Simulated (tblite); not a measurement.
# H42Si26: the cost of one run

Programs: tblite 0.8.0 and PySCF 2.14.0, with routines of our own; each step states its level. All values are computed. Atoms count from 0.

## 1. The system as given

68 atoms, charge 0, multiplicity 1; geometry from: force field, distance geometry or constructed start.

## 2. Optimising the geometry with GFN2-xTB

Job settings and geometry (Å):

```
{"job": {"kind": "relax", "xc": "GFN2-xTB", "basis": "xTB"}, "charge": 0, "multiplicity": 1}
Si     2.898000     6.122700    -0.376600
Si     0.961200     7.240700     0.368100
Si    -0.959200     6.122200    -0.374000
Si    -0.965100     3.901800     0.368800
Si     0.963400     2.782700    -0.371600
Si     2.889800     3.896900     0.372400
Si    -2.893000     2.785600    -0.378300
Si    -2.889700     0.559500     0.376500
Si    -0.961700    -0.558900    -0.375400
Si     0.961600     0.556000     0.376600
Si     2.891000    -7.239300    -0.377100
Si     0.961900    -6.126500     0.375000
Si    -0.967800    -7.237400    -0.370000
Si    -0.962200    -9.465800     0.372300
Si     0.962200   -10.573700    -0.374800
Si     2.891200    -9.464600     0.381300
Si     0.964800    -3.895500    -0.374100
Si    -0.965500    -2.787300     0.374000
Si    -2.893700    -3.895600    -0.372500
Si    -2.890300    -6.123600     0.377700
Si     2.890800    -0.553000    -0.373500
Si     2.892200    -2.782400     0.374800
Si     0.967800     9.469800    -0.368400
Si    -0.968600    10.574500     0.373500
Si    -2.892600     9.467800    -0.374100
Si    -2.899200     7.237200     0.377500
H      2.893800     6.126800    -1.815700
H      4.069200     6.804500     0.103200
H      0.965000     7.238500     1.813000
H     -0.963300     6.124900    -1.811600
H     -0.960800     3.898000     1.813900
H      0.962500     2.785200    -1.814800
H      2.892100     3.897500     1.813100
H      4.071900     3.216800    -0.098300
H     -2.891900     2.785700    -1.818300
H     -4.069300     3.465400     0.099100
H     -2.893900     0.556900     1.810900
H     -4.068900    -0.120100    -0.104600
H     -0.963300    -0.560700    -1.815100
H      0.959600     0.560200     1.816200
H      2.893000    -7.240400    -1.811200
H      4.075700    -6.564300     0.105700
H      0.969300    -6.123500     1.811400
H     -0.961800    -7.238600    -1.816800
H     -0.968100    -9.463500     1.817400
H     -2.142900   -10.143000    -0.105400
H      0.966800   -10.578700    -1.815600
H      0.964100   -11.934900     0.104300
H      2.894700    -9.464800     1.815200
H      4.071700   -10.143900    -0.100000
H      0.963500    -3.904700    -1.811900
H     -0.957800    -2.782600     1.814700
H     -2.893500    -3.897800    -1.814900
H     -4.073200    -3.219700     0.099000
H     -2.892400    -6.125400     1.816500
H     -4.070300    -6.800900    -0.101400
H      2.899700    -0.562500    -1.816900
H      4.072500     0.130200     0.101300
H      2.893200    -2.784600     1.819000
H      4.068900    -3.461200    -0.103000
H      0.960600     9.466100    -1.813500
H      2.144900    10.144300     0.100100
H     -0.962700    10.579500     1.815800
H     -0.964600    11.941000    -0.100900
H     -2.887400     9.468500    -1.813000
H     -4.074700    10.146400     0.103300
H     -2.890700     7.241200     1.813800
H     -4.067300     6.557000    -0.096100
```

On the command line:

```console
$ OMP_NUM_THREADS=4 python large_run.py task.json out
```

One launch serves the whole session: the jobs run in the order shown.

Q: Estimate the wall time and peak memory of this first job on 4 threads of Arm Neoverse V1, shared host.

About 9.2 s, with a peak of 0.18 GiB.
